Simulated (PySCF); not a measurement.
# C₂H₇BrOSi: electronic excitations

Wanted: the electronic excitations of C₂H₇BrOSi (`COC[SiH2]Br`), by calculation.

The runs use PySCF 2.14.0, with density-fitted response routines of our own; the level of theory stands in each step. All values are computed, except where a source is named. Atoms are numbered from 0 throughout.

### Step 1. Starting geometry

12 atoms, charge 0, multiplicity 1; geometry from: GFN2-xTB.

Bonds of the start (Å): C0–O1 1.40, O1–C2 1.41, C2–Si3 1.90, Si3–Br4 2.22, C0–H5 1.10, C0–H6 1.10, C0–H7 1.09, C2–H8 1.10, C2–H9 1.10, Si3–H10 1.45, Si3–H11 1.45.

### Step 2. Ultraviolet spectrum: wB97X-D/def2-SVPD

Job settings and geometry (Å):

```
{"job": {"kind": "uv", "xc": "wB97X-D", "basis": "def2-SVPD", "nstates": 8, "ntriplets": 3}, "charge": 0, "multiplicity": 1}
C     -1.964214     0.506916    -0.353253
O     -0.887349    -0.140929     0.273257
C      0.371393     0.194416    -0.273680
Si     1.607744    -0.814247     0.750296
Br     3.622938    -0.339015    -0.045329
H     -2.016759     0.245866    -1.417475
H     -1.876869     1.596657    -0.262055
H     -2.868664     0.170466     0.149907
H      0.407251    -0.057958    -1.344594
H      0.548684     1.278300    -0.199414
H      1.433417    -2.244455     0.553135
H      1.623627    -0.396703     2.143179
```

With the program's defaults for keys left out, this is: TDDFT wB97X-D/def2-SVPD, vertical, gas phase, core orbitals frozen in the response.

Started as:

```bash
OMP_NUM_THREADS=1 python probes_run.py task.json out
```

The driver reads the jobs from task.json and runs them one after another.

Predict these results of the whole session: lowest singlet (wB97X-D/def2-SVPD); brightest single state of those computed; lowest triplet.

**Answer**, as computed:

```
                                quantity                        value
      lowest singlet (wB97X-D/def2-SVPD)  6.99 eV (177 nm), f = 0.012
brightest single state of those computed  state 5, 7.97 eV, f = 0.046
                          lowest triplet                      6.68 eV
```

In words: The first singlet state (HOMO→LUMO 0.66, HOMO−2→LUMO 0.12) lies at 6.99 eV and is weak; of the 8 states computed, the strongest absorption comes from state 5 at 7.97 eV. The lowest triplet lies 0.31 eV below the lowest singlet (triplets in Tamm-Dancoff, singlets in full TDDFT).
